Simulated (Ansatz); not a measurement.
# MnS, space group Pm-3m: a supercell folding check

With Ansatz 0.2.0, Python API.

Contents of `POSCAR_mns`:
```text
MnS
1.0
   3.09904000    0.00000000    0.00000000
   0.00000000    3.09904000    0.00000000
   0.00000000    0.00000000    3.09904000
Mn S
1 1
Direct
   0.50000000    0.50000000    0.50000000
   0.00000000    0.00000000    0.00000000
```

Run as a notebook:

**Cell 1**
```python
import ansatz as az
from ase.io import read

atoms = read("POSCAR_mns", format="vasp")
crystal = az.Crystal.from_ase(atoms).moments(Mn=4)
```

**Cell 2**
```python
crystal.resolved().sites[-1]
```
Output:
```text
Site(symbol='S', position=(0.0, 0.0, 0.0), moment=None, axis=None, held=None, saved=None)
```

**Cell 3**
```python
# the mesh shrinks as the cell grows, so that all cells sample the same points
mesh = (6, 6, 6)
rows = []
for repeats in [(1, 1, 1), (1, 2, 1), (2, 2, 1)]:
    base = (
        crystal.supercell(*repeats).calculation()
        .basis(550)
        .spin("collinear")
        .occupations(az.OccupationsMethod.METHFESSEL_PAXTON)
        .functional(az.Functional.LDA)
        .kpoints(*(k // n for k, n in zip(mesh, repeats)))
    )
    rep = base.run().report
    n = len(rep["lattice"]["sites"])
    rows.append((repeats, n, rep["free_energy_ev"] / n, rep["fermi_energy_ev"], rep["n_kpoints"], rep["n_symmetry_ops"]))
lines = [",".join(["repeats", "atoms", "F/atom eV", "Fermi level eV", "k-points", "symmetry operations"])] + [",".join(f"{v:.4f}" if isinstance(v, float) else str(v) for v in row) for row in rows]
print("\n".join(lines))
with open("fold.csv", "w") as handle:
    handle.write("\n".join(lines) + "\n")
```
Output:
```text
repeats,atoms,F/atom eV,Fermi level eV,k-points,symmetry operations
(1, 1, 1),2,-2355.3092,12.4100,20,48
(1, 2, 1),4,-2355.3092,12.4100,20,32
(2, 2, 1),8,-2355.3092,12.4101,12,64
```

What to keep in mind:
- Absolute energies stand on the zero of these potentials, so only differences at equal settings mean something.
- Other magnetic orders than the one started from may lie lower.
- The mesh is modest for a metal, so energies can be off by several to tens of meV an atom and pressures by half a GPa or more; differences at equal mesh fare better.
- Without a Hubbard U or exact exchange, semilocal functionals often make such 3d compounds metallic or too weakly gapped.
- This cell is a computed structure, which may not be the phase found in nature.
- The count of operations in a supercell holds its pure translations too, and an uneven repeat can lower the point group.
- The whole script took 29 s on 1 thread of Arm Neoverse V2 (shared host), peak memory 0.66 GiB.

(Lines on the test bed's own set-up are left out of the output.)
